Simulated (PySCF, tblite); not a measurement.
# 2-chloro-3-methylthiophene: geometry, infrared bands and NMR shifts

Aim: predict the infrared bands and NMR shifts of 2-chloro-3-methylthiophene (`Cc1ccsc1Cl`).

The runs use tblite 0.8.0 and PySCF 2.14.0, with density-fitted response routines of our own; the level of theory stands in each step. All values are computed, except where a source is named. Atoms count from 0, in the outputs and in this text.

### 1 Starting geometry

12 atoms, charge 0, multiplicity 1; geometry from: force field or distance geometry start.

Bonds of the start (Å): C0–C1 1.52, C1–C2 1.36, C2–C3 1.35, C3–S4 1.82, S4–C5 1.84, C5–Cl6 1.75, C5–C1 1.36, C0–H7 1.09, C0–H8 1.10, C0–H9 1.08, C2–H10 1.12, C3–H11 1.08.

### 2 Relaxing the molecule with GFN2-xTB

The job: settings as JSON, then the geometry in Å.

```
{"job": {"kind": "relax", "xc": "GFN2-xTB", "basis": "xTB"}, "charge": 0, "multiplicity": 1}
C     -1.549100    -0.604500    -0.054500
C     -0.184800     0.061400    -0.034100
C      0.954700    -0.668600     0.089700
C      2.141400    -0.020600     0.096000
S      1.719300     1.748700    -0.036100
C     -0.089900     1.414000    -0.118000
Cl    -1.400600     2.562700    -0.269700
H     -2.245500     0.005100    -0.638000
H     -1.871300    -0.611000     0.999900
H     -1.501800    -1.627000    -0.413300
H      0.914100    -1.786500     0.162800
H      3.114700    -0.474500     0.189300
```

Started as:

```console
OMP_NUM_THREADS=1 python probes_run.py task.json out
```

This one command runs all jobs of the session in turn.

**Question.** This job is followed by: GFN2-xTB harmonic vibrations, gas phase; GIAO PBE0/pcSseg-1 NMR shielding, non-relativistic, gas phase. Predict these results of the whole session: strongest single infrared mode (GFN2-xTB); zero-point energy (GFN2-xTB); 13C shifts against TMS (PBE0/pcSseg-1); 1H shifts against TMS (PBE0/pcSseg-1, means over atoms taken as alike); 33S shifts against CS2 (PBE0/pcSseg-1); 35Cl shifts against HCl (PBE0/pcSseg-1); surface potential, 1st and 99th percentile.

As calculated:

```
                                                              quantity                                 value
                             strongest single infrared mode (GFN2-xTB)                  3047 cm⁻¹, 19 km/mol
                                          zero-point energy (GFN2-xTB)                         52.0 kcal/mol
                                13C shifts against TMS (PBE0/pcSseg-1)  141.4, 139.5, 132.7, 130.7, 15.8 ppm
1H shifts against TMS (PBE0/pcSseg-1, means over atoms taken as alike)                  6.93, 6.90, 2.40 ppm
                                33S shifts against CS2 (PBE0/pcSseg-1)                               246 ppm
                               35Cl shifts against HCl (PBE0/pcSseg-1)                               180 ppm
                                 surface potential, 1st and 99th percentile                    -0.52 V and 1.14 V
```

**Reading.** The optimisation took 31 steps and gained 0.647 eV; among the close pairs (by a distance rule), S4–C5 changed most, from 1.842 to 1.735 Å. The lowest mode is imaginary (40i cm⁻¹), so the xTB geometry is not a minimum. Unscaled tight-binding wavenumbers are off by several per cent, some by more. Its intensities can rank the bands wrongly. At PBE0/pcSseg-1: The widest tensor belongs to Cl6: span 428 ppm, with a paramagnetic part of -377 ppm. NICS(1)zz of -23 ppm above the planar ring from C1 marks a diatropic (aromatic) ring current. At PBE0/pcSseg-1, counted by nearest atom on the grid, the HOMO lies on C3, C5 about 25 % each; Cl6 18 %, the LUMO on C3, C5 about 22 % each; S4 20 %.
